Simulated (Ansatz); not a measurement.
Predict the output of the script below (Ansatz 0.2.0 through its Python package).

`na.py`:
```python
# -*- coding: utf-8 -*-
"""Functional comparison for Na (totals differ with the potentials too)."""

import warnings

import ansatz as az
import numpy as np

warnings.simplefilter("ignore", az.DeckWarning)

vectors = np.array([
    [7.023343, 0.0, 0.0],
    [0.0, 7.023343, 0.0],
    [0.0, 0.0, 7.023343],
])
crystal = az.Lattice.of(vectors).atom("Na", (0.0, 0.0, 0.0))

setup = (
    crystal.calculation()
    .pseudopotentials("paw")
    .basis(450)
    .kpoints(5)
    .occupations("fermi_dirac")
    .forces()
    .stress()
)

rows = []
for value in ["pbesol", "blyp", "lda"]:
    data = setup.functional(value).run(threads=1, backend="cpu").report
    rows.append((value, data["free_energy_ev"] / len(data["lattice"]["sites"]), data["n_iterations"], sum(data["stress_gpa"][i][i] for i in range(3)) / 3, max(abs(f) for row in data["forces_ev_ang"] for f in row), data["n_kpoints"]))

print("  functional   F/atom (eV)    iterations       P (GPa)  max component (eV/A)      k-points")
for row in rows:
    print(f"{str(row[0]):>12s}  {row[1]:12.5f}  {row[2]:12d}  {row[3]:12.3f}  {row[4]:20.4f}  {row[5]:12d}")
```

```console
$ python na.py
  functional   F/atom (eV)    iterations       P (GPa)  max component (eV/A)      k-points
      pbesol   -1474.69900             6        -0.113                0.0000            10
        blyp   -1488.61751             6        -0.046                0.0000            10
         lda   -1465.38421             6        -0.110                0.0000            10
```

From lowest to highest: PBEsol (-0.1 GPa), LDA (-0.1 GPa) and BLYP (0.0 GPa). At a fixed cell a lower pressure usually means a smaller equilibrium volume, so PBEsol prefers the smallest cell and BLYP the largest.

BLYP can be off by several per cent in the lattices of metals, and by several GPa in the pressure at a fixed cell. Forces vanish by symmetry here and test nothing. Pressure is positive in compression. This isn't the structure that Na takes at ambient conditions. Total energies of different functionals can't be compared; pressures, moments and gaps at this one structure can. Hardware and time: 5.4 s on 1 thread of Arm Neoverse V2, on a shared host, peak memory 0.46 GiB.
